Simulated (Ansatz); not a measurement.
# SiGeHCl+ (quartet): the correlation ladder, cc-pVDZ

Aim: climb from Hartree-Fock through coupled cluster for SiGeHCl+ (quartet) at one geometry and basis, and see what each rung misses.

Method: cc-pVDZ, core rule «outside noble gas», up to 24 orbitals frozen; program: Ansatz 0.2.0, Gaussian basis.

The runs, in order: UHF; CCSD(T) on ROHF; CCSD(T) on UHF; BCCD(T) on ROHF; CISD; CCSDT(Q) on ROHF; CCSDT(Q) on UHF.

11 further runs of the same task are left out: 5 that didn't finish, 6 set aside as unsound or not needed.

## (1) The geometry

The geometry is a PBE0/def2-TZVP stationary point (not a proven minimum) of the parent state, kept for this charge and spin. No spin-orbit coupling is included. The filled d shell of Ge may be among the frozen orbitals whatever the setting's name suggests; the logs give the count.

4 atoms, charge 1, spin multiplicity 4.

Atoms are counted from 1 here; the program's logs count them from 0.

Bond lengths: Cl1–Si2 2.069 Å, Si2–Ge3 2.371 Å, Ge3–H4 1.588 Å. Angles: Cl1–Si2–Ge3 112.3°, Si2–Ge3–H4 91.8°.

In the tables R marks a restricted open-shell determinant and U an unrestricted one; energies count from the table's Hartree-Fock row.

## (2) UHF

The input, in.yaml:

```yaml
crystal:
  periodic: [false, false, false]
  atoms:
    - {symbol: Cl, position_ang: [0.000000, -0.382311, 2.311758]}
    - {symbol: Si, position_ang: [0.000000, 0.931704, 0.714235]}
    - {symbol: Ge, position_ang: [0.000000, -0.190088, -1.374347]}
    - {symbol: H, position_ang: [0.000000, 1.185259, -2.168645]}
basis:
  gaussian: {orbitals: cc-pVDZ}
total_charge: 1
magnetization: {spin_polarized: true, initial_magnetization: 3}
hamiltonian: {xc: hf}
output: {orbitals: {seedname: orbitals}}
```

The run is started by

```console
$ ansatz run in.yaml --threads 1 --pin off --events-out ev --progress --plain --max-ram 4096MiB --backend cpu
```

The program printed:

```text
Functional definition: HF
  name "HF"
  cite "Fock, Z. Phys. 61, 126 (1930) doi:10.1007/BF01340294"
  parent pbe
  exchange = exact_x
  correlation = 0
750 factors; integrals over basis functions are off by at most 1.3e-3 eV
mean field evaluation 1: about -76842.5284 eV, gradient 1.7e1 eV
mean field evaluation 2: about -76842.5517 eV, gradient 1.7e1 eV
mean field evaluation 4: about -76845.3604 eV, gradient 2.5e0 eV
mean field evaluation 8: about -76845.5710 eV, gradient 3.9e-1 eV
mean field evaluation 16: about -76844.0575 eV, gradient 5.6e0 eV
mean field evaluation 32: about -76840.4615 eV, gradient 1.5e1 eV
mean field evaluation 64: about -76843.9839 eV, gradient 3.3e0 eV
mean field -76845.58269489 eV, -2824.0230762305 hartree, gradient 2.4e-5 eV, S^2 3.772734; 1 other end points of the search recorded, 0 dependent functions left out
reference -76845.58269489 eV, -2824.0230762305 hartree; 33, 30 occupied and 35, 38 virtual orbitals, 750 factors
Total energy: -76845.58269489 eV, -2824.0230762305 hartree
```

Wall time 4 s (1 thread of AMD EPYC 7R13, shared host).

From the report: ⟨S²⟩ of the determinant 3.773 (pure quartet: 3.75).

## (3) CCSD(T) on ROHF

Changes to in.yaml since step 2:

```diff
@@ -10,4 +10,3 @@
 total_charge: 1
-magnetization: {spin_polarized: true, initial_magnetization: 3}
-hamiltonian: {xc: hf}
-output: {orbitals: {seedname: orbitals}}
+magnetization: {spin_polarized: false, initial_magnetization: 3}
+correlation: {method: ccsd_t, electrons: outside_noble_gas}
```

Same command.

The program printed, cut to the lines that bear on the results:

```text
Functional definition: HF
  name "HF"
  cite "Fock, Z. Phys. 61, 126 (1930) doi:10.1007/BF01340294"
  parent pbe
[...]
750 factors; integrals over basis functions are off by at most 1.3e-3 eV
[...]
mean field -76845.43655257 eV, -2824.0177055991 hartree, gradient 2.6e-6 eV, S^2 3.750000; 8 other end points of the search recorded, 0 dependent functions left out
[...]
determinant -76845.43655257 eV, -2824.0177055991 hartree, with singles and doubles -76853.43747352 eV, -2824.3117340208 hartree
determinant -76842.95387317 eV, -2823.9264688140 hartree, with singles and doubles -76851.09720279 eV, -2824.2257306578 hartree
determinant -76842.84165467 eV, -2823.9223448601 hartree, with singles and doubles -76850.95204336 eV, -2824.2203961472 hartree
determinant -76842.41827809 eV, -2823.9067860578 hartree, with singles and doubles -76850.66702256 eV, -2824.2099218259 hartree
24 core orbitals not correlated: weight in the atoms' cores, before any rotation towards them, 1.000 or more for the frozen orbitals, at most 0.000 for the correlated occupied ones
reference -76845.43655257 eV, -2824.0177055991 hartree; 9, 6 occupied and 35, 38 virtual orbitals, 750 factors
second order -6.88629615 eV of doubles, -0.06855286 eV of singles
cycle   1  -8.00222252 eV  change   -1.3e-3 eV  update   4.0e-3
[...]
cycle  10  -8.00609554 eV  change   -7.4e-6 eV  update   1.0e-5
perturbative correction -0.29533134 eV, -0.0108532266 hartree
Total energy: -76853.73797945 eV, -2824.3227774101 hartree
```

Wall time 16 s (1 thread of AMD EPYC 7R13, shared host).

From the report: correlation -8.3014 eV; T1 0.037; largest double amplitude 0.06.

## (4) CCSD(T) on UHF

Changes to in.yaml since step 3:

```diff
@@ -10,3 +10,3 @@
 total_charge: 1
-magnetization: {spin_polarized: false, initial_magnetization: 3}
+magnetization: {spin_polarized: true, initial_magnetization: 3}
 correlation: {method: ccsd_t, electrons: outside_noble_gas}
```

The command is unchanged.

The program printed, cut to the lines that bear on the results:

```text
Functional definition: HF
  name "HF"
  cite "Fock, Z. Phys. 61, 126 (1930) doi:10.1007/BF01340294"
  parent pbe
[...]
750 factors; integrals over basis functions are off by at most 1.3e-3 eV
[...]
mean field -76845.58269489 eV, -2824.0230762305 hartree, gradient 1.7e-6 eV, S^2 3.772734; 7 other end points of the search recorded, 0 dependent functions left out
determinant -76845.58269489 eV, -2824.0230762305 hartree, with singles and doubles -76853.45663734 eV, -2824.3124382784 hartree
determinant -76843.41489152 eV, -2823.9434109261 hartree, with singles and doubles -76851.70336808 eV, -2824.2480068215 hartree
determinant -76843.35425907 eV, -2823.9411827246 hartree, with singles and doubles -76851.08329027 eV, -2824.2252193821 hartree
determinant -76843.14291898 eV, -2823.9334161196 hartree, with singles and doubles -76850.96715041 eV, -2824.2209513212 hartree
determinant -76842.53068636 eV, -2823.9109169856 hartree, with singles and doubles -76850.66969603 eV, -2824.2100200741 hartree
24 core orbitals not correlated: weight in the atoms' cores, before any rotation towards them, 1.000 or more for the frozen orbitals, at most 0.000 for the correlated occupied ones
reference -76845.58269489 eV, -2824.0230762305 hartree; 9, 6 occupied and 35, 38 virtual orbitals, 750 factors
second order -6.81472398 eV of doubles, -0.00000000 eV of singles
cycle   1  -7.87470842 eV  change   -7.7e-4 eV  update   2.5e-3
[...]
cycle  10  -7.87637797 eV  change   -8.9e-6 eV  update   1.1e-5
perturbative correction -0.28881358 eV, -0.0106137032 hartree
Total energy: -76853.74788644 eV, -2824.3231414854 hartree
```

Run time: 12 s. Hardware: 1 thread of AMD EPYC 7R13, shared host.

From the report: ⟨S²⟩ of the determinant 3.773 (pure quartet: 3.75); correlation -8.1652 eV; T1 0.030; largest double amplitude 0.06.

## (5) BCCD(T) on ROHF

Changes to in.yaml since step 4:

```diff
@@ -10,3 +10,3 @@
 total_charge: 1
-magnetization: {spin_polarized: true, initial_magnetization: 3}
-correlation: {method: ccsd_t, electrons: outside_noble_gas}
+magnetization: {spin_polarized: false, initial_magnetization: 3}
+correlation: {method: bccd_t, electrons: outside_noble_gas}
```

Same command.

The program printed, cut to the lines that bear on the results:

```text
Functional definition: HF
  name "HF"
  cite "Fock, Z. Phys. 61, 126 (1930) doi:10.1007/BF01340294"
  parent pbe
[...]
750 factors; integrals over basis functions are off by at most 1.3e-3 eV
[...]
mean field -76845.43655257 eV, -2824.0177055991 hartree, gradient 2.6e-6 eV, S^2 3.750000; 8 other end points of the search recorded, 0 dependent functions left out
[...]
determinant -76845.43655257 eV, -2824.0177055991 hartree, with singles and doubles -76853.43747352 eV, -2824.3117340208 hartree
determinant -76842.95387317 eV, -2823.9264688140 hartree, with singles and doubles -76851.09720279 eV, -2824.2257306578 hartree
determinant -76842.84165467 eV, -2823.9223448601 hartree, with singles and doubles -76850.95204336 eV, -2824.2203961472 hartree
determinant -76842.41827809 eV, -2823.9067860578 hartree, with singles and doubles -76850.66702256 eV, -2824.2099218259 hartree
24 core orbitals not correlated: weight in the atoms' cores, before any rotation towards them, 1.000 or more for the frozen orbitals, at most 0.000 for the correlated occupied ones
reference -76845.43655257 eV, -2824.0177055991 hartree; 9, 6 occupied and 35, 38 virtual orbitals, 750 factors
second order -6.88629615 eV of doubles, -0.06855286 eV of singles
cycle   1  -7.98860724 eV  change    1.2e-2 eV  update   1.9e-2
[...]
cycle  13  -7.98496016 eV  change   -4.2e-6 eV  update   1.0e-5
perturbative correction -0.31688910 eV, -0.0116454596 hartree
Total energy: -76853.73840183 eV, -2824.3227929323 hartree
```

Wall time 18 s (1 thread of AMD EPYC 7R13, shared host); peak memory 0.25 GiB.

From the report: correlation -8.3018 eV; largest double amplitude 0.06.

## (6) CISD

Changes to in.yaml since step 5:

```diff
@@ -11,2 +11,2 @@
 magnetization: {spin_polarized: false, initial_magnetization: 3}
-correlation: {method: bccd_t, electrons: outside_noble_gas}
+correlation: {active_space: {ras: {orbitals: [6, 3, 35], electrons: 15, max_holes: 2, max_particles: 2}, fixed_orbitals: true}}
```

Same command.

The program printed:

```text
Functional definition: HF
  name "HF"
  cite "Fock, Z. Phys. 61, 126 (1930) doi:10.1007/BF01340294"
  parent pbe
  exchange = exact_x
  correlation = 0
750 factors; integrals over basis functions are off by at most 1.3e-3 eV
mean field evaluation 1: about -76842.3703 eV, gradient 2.2e1 eV
mean field evaluation 2: about -76842.3923 eV, gradient 2.2e1 eV
mean field evaluation 4: about -76844.8877 eV, gradient 6.2e0 eV
mean field evaluation 8: about -76845.4284 eV, gradient 6.1e-1 eV
mean field evaluation 16: about -76845.4366 eV, gradient 2.6e-6 eV
mean field evaluation 32: about -76842.8531 eV, gradient 7.8e-1 eV
mean field evaluation 64: about -76845.4342 eV, gradient 1.7e-1 eV
mean field -76845.43655257 eV, -2824.0177055991 hartree, gradient 2.6e-6 eV, S^2 3.750000; 6 other end points of the search recorded, 0 dependent functions left out
reference -76845.43655257 eV, -2824.0177055991 hartree; 33, 30 occupied and 35, 38 virtual orbitals, 750 factors
state -76852.58316180 eV, -2824.2803386445 hartree
Total energy: -76852.58316180 eV, -2824.2803386445 hartree
```

It took 30 s on 1 thread of AMD EPYC 7R13, shared host.

From the report: 293,138 determinants.

## (7) CCSDT(Q) on ROHF

Changes to in.yaml since step 6:

```diff
@@ -11,2 +11,2 @@
 magnetization: {spin_polarized: false, initial_magnetization: 3}
-correlation: {active_space: {ras: {orbitals: [6, 3, 35], electrons: 15, max_holes: 2, max_particles: 2}, fixed_orbitals: true}}
+correlation: {method: ccsdt_q, electrons: outside_noble_gas}
```

The run is started by

```console
$ ansatz run in.yaml --threads 2 --pin off --events-out ev --progress --plain --max-ram 24576MiB --backend cuda --devices 0, --max-vram 18GiB
```

The program printed, cut to the lines that bear on the results:

```text
Functional definition: HF
  name "HF"
  cite "Fock, Z. Phys. 61, 126 (1930) doi:10.1007/BF01340294"
  parent pbe
[...]
1356 factors; integrals over basis functions are off by at most 1.7e-7 eV
[...]
mean field -76845.43671304 eV, -2824.0177114966 hartree, gradient 1.4e-6 eV, S^2 3.750000; 8 other end points of the search recorded, 0 dependent functions left out
[...]
determinant -76845.43671304 eV, -2824.0177114966 hartree, with singles and doubles -76853.43763560 eV, -2824.3117399772 hartree
determinant -76842.95405423 eV, -2823.9264754680 hartree, with singles and doubles -76851.09738507 eV, -2824.2257373564 hartree
determinant -76842.84182308 eV, -2823.9223510493 hartree, with singles and doubles -76850.95221895 eV, -2824.2204025999 hartree
determinant -76842.41843978 eV, -2823.9067920000 hartree, with singles and doubles -76850.66718872 eV, -2824.2099279323 hartree
24 core orbitals not correlated: weight in the atoms' cores, before any rotation towards them, 1.000 or more for the frozen orbitals, at most 0.000 for the correlated occupied ones
reference -76845.43671304 eV, -2824.0177114966 hartree; 9, 6 occupied and 35, 38 virtual orbitals, 1356 factors
second order -6.88632017 eV of doubles, -0.06855255 eV of singles
cycle   1  -7.60838173 eV  change   -6.5e-1 eV  update   1.1e-1
[...]
cycle  24  -8.35235501 eV  change    1.6e-7 eV  update   1.5e-6
perturbative correction -0.02070493 eV, -0.0007608922 hartree
Total energy: -76853.80977299 eV, -2824.3254157741 hartree
```

Wall time 81 s (1 × H100 (card shared with other runs) with 2 threads of AMD EPYC 7R13, shared host); peak host memory 0.92 GiB.

From the report: correlation -8.3731 eV; T1 0.040; largest double amplitude 0.09.

## (8) CCSDT(Q) on UHF

Changes to in.yaml since step 7:

```diff
@@ -10,3 +10,3 @@
 total_charge: 1
-magnetization: {spin_polarized: false, initial_magnetization: 3}
+magnetization: {spin_polarized: true, initial_magnetization: 3}
 correlation: {method: ccsdt_q, electrons: outside_noble_gas}
```

The command is unchanged.

The program printed, cut to the lines that bear on the results:

```text
Functional definition: HF
  name "HF"
  cite "Fock, Z. Phys. 61, 126 (1930) doi:10.1007/BF01340294"
  parent pbe
[...]
1356 factors; integrals over basis functions are off by at most 1.7e-7 eV
[...]
mean field -76845.58285519 eV, -2824.0230821214 hartree, gradient 2.1e-6 eV, S^2 3.772734; 7 other end points of the search recorded, 0 dependent functions left out
determinant -76845.58285519 eV, -2824.0230821214 hartree, with singles and doubles -76853.45680012 eV, -2824.3124442604 hartree
determinant -76843.41507874 eV, -2823.9434178060 hartree, with singles and doubles -76851.70356026 eV, -2824.2480138841 hartree
determinant -76843.35444379 eV, -2823.9411895127 hartree, with singles and doubles -76851.08347937 eV, -2824.2252263316 hartree
determinant -76843.14308755 eV, -2823.9334223142 hartree, with singles and doubles -76850.96732446 eV, -2824.2209577172 hartree
determinant -76842.53084803 eV, -2823.9109229268 hartree, with singles and doubles -76850.66985853 eV, -2824.2100260459 hartree
24 core orbitals not correlated: weight in the atoms' cores, before any rotation towards them, 1.000 or more for the frozen orbitals, at most 0.000 for the correlated occupied ones
reference -76845.58285519 eV, -2824.0230821214 hartree; 9, 6 occupied and 35, 38 virtual orbitals, 1356 factors
second order -6.81474664 eV of doubles, -0.00000000 eV of singles
cycle   1  -7.47598154 eV  change   -6.6e-1 eV  update   1.1e-1
[...]
cycle  24  -8.21816900 eV  change    4.0e-7 eV  update   1.3e-6
perturbative correction -0.02523896 eV, -0.0009275146 hartree
Total energy: -76853.82626315 eV, -2824.3260217762 hartree
```

It took 24 s on 1 × H100 (card shared with other runs) with 2 threads of AMD EPYC 7R13, shared host; peak host memory 0.89 GiB.

From the report: ⟨S²⟩ of the determinant 3.773 (pure quartet: 3.75); correlation -8.2434 eV; T1 0.033; largest double amplitude 0.09.

## (9) The ladder

The yardstick is UCCSDT(Q), where the cluster series has nearly closed. Rows without a time come out of other runs: HF, MP2 and CCSD of CCSD(T), CCSDT of CCSDT(Q).

| method | energy from the lowest ROHF (meV) | from UCCSDT(Q) (meV) | time |
| --- | --- | --- | --- |
| ROHF | 0.0 | +8389.7 |  |
| UHF | -146.1 | +8243.6 |  |
| RMP2 | -6954.8 | +1434.9 |  |
| UMP2 | -6960.9 | +1428.8 |  |
| CISD | -7146.6 | +1243.1 | 30 s |
| RCCSD | -8006.1 | +383.6 |  |
| UCCSD | -8022.5 | +367.2 |  |
| RCCSD(T) | -8301.4 | +88.3 | 16 s |
| UCCSD(T) | -8311.3 | +78.4 | 12 s |
| BCCD(T) | -8301.8 | +87.9 | 18 s |
| RCCSDT | -8352.5 | +37.2 |  |
| UCCSDT | -8364.5 | +25.2 |  |
| RCCSDT(Q) | -8373.2 | +16.5 | 81 s (GPU) |
| UCCSDT(Q) | -8389.7 | 0 | 24 s (GPU) |

Some runs used a GPU and others CPU threads alone; cost is compared among the CPU runs only.

Among the levels timed on like hardware, those that no quicker one beats, quickest first: UCCSD(T) (12 s, +78.4 meV).

## (10) Summary of results

| quantity | value |
| --- | --- |
| UCCSDT(Q) from the ROHF energy | -8.3897 eV |
| RMP2 from UCCSDT(Q) | +1434.9 meV |
| UMP2 from UCCSDT(Q) | +1428.8 meV |
| RCCSD from UCCSDT(Q) | +383.6 meV |
| RCCSD(T) from UCCSDT(Q) | +88.3 meV |
| UCCSD(T) from UCCSDT(Q) | +78.4 meV |
| RCCSDT(Q) from UCCSDT(Q) | +16.5 meV |
| levels within 1 kcal/mol (43 meV) | RCCSDT, UCCSDT, RCCSDT(Q) |
| T1 diagnostic | 0.037 |

In words: RCCSD(T) misses by +88.3 meV, 1.1 % of the correlation energy. These misses are within one basis, not against nature; the frozen cores of restricted and unrestricted runs differ, which can shift their rows.

With open shells the CI space here admits some triples and quadruples, so it is larger than plain CISD.

UCCSD(T) reaches 78.4 meV from the reference in 12 s.
